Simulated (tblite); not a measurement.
# C5H10FGe: the cost of one run

The runs use tblite 0.8.0 and PySCF 2.14.0, with density-fitted response routines of our own; the level of theory stands in each step. All values are computed, except where a source is named. Atoms are numbered from 0 throughout.

### Step 1. Starting geometry

17 atoms, charge 0, multiplicity 2; geometry from: force field or distance geometry start.

Bonds of the start (Å): F0–C1 1.39, C1–C2 1.51, C2–C3 1.48, C3–C4 1.51, C4–Ge5 1.96, Ge5–C6 1.97, C6–C2 1.50, C1–H7 1.10, C1–H8 1.14, C3–H9 1.13, C3–H10 1.13, C4–H11 1.11, C4–H12 1.10, Ge5–H13 1.53, Ge5–H14 1.55, C6–H15 1.10, C6–H16 1.12.

### Step 2. Geometry optimisation with GFN2-xTB

Job settings and geometry (Å):

```
{"job": {"kind": "relax", "xc": "GFN2-xTB", "basis": "xTB"}, "charge": 0, "multiplicity": 2}
F      2.529300    -1.651500     0.252800
C      2.139800    -0.323300     0.096500
C      0.728400    -0.253600    -0.427800
C     -0.147500    -0.925600     0.552100
C     -1.595600    -0.859500     0.135900
Ge    -1.632500     1.022500    -0.405100
C      0.322700     1.177000    -0.630500
H      2.860700     0.274700    -0.485500
H      2.134800     0.094100     1.152700
H      0.135400    -2.024200     0.562200
H     -0.052800    -0.510400     1.597500
H     -2.309200    -1.035400     0.966700
H     -1.802800    -1.478000    -0.752800
H     -2.365200     1.162000    -1.744800
H     -2.158900     1.957100     0.715300
H      0.723200     1.898000     0.099000
H      0.483200     1.488100    -1.694200
```

Started as:

```
$ OMP_NUM_THREADS=1 python probes_run.py task.json out
```

One launch serves the whole session: the jobs run in the order shown.

**Question.** How long does this first job take on 1 thread of Intel Xeon Platinum 8488C, shared host, and how much memory does it need?

About 1.5 s, with a peak of 0.18 GiB.
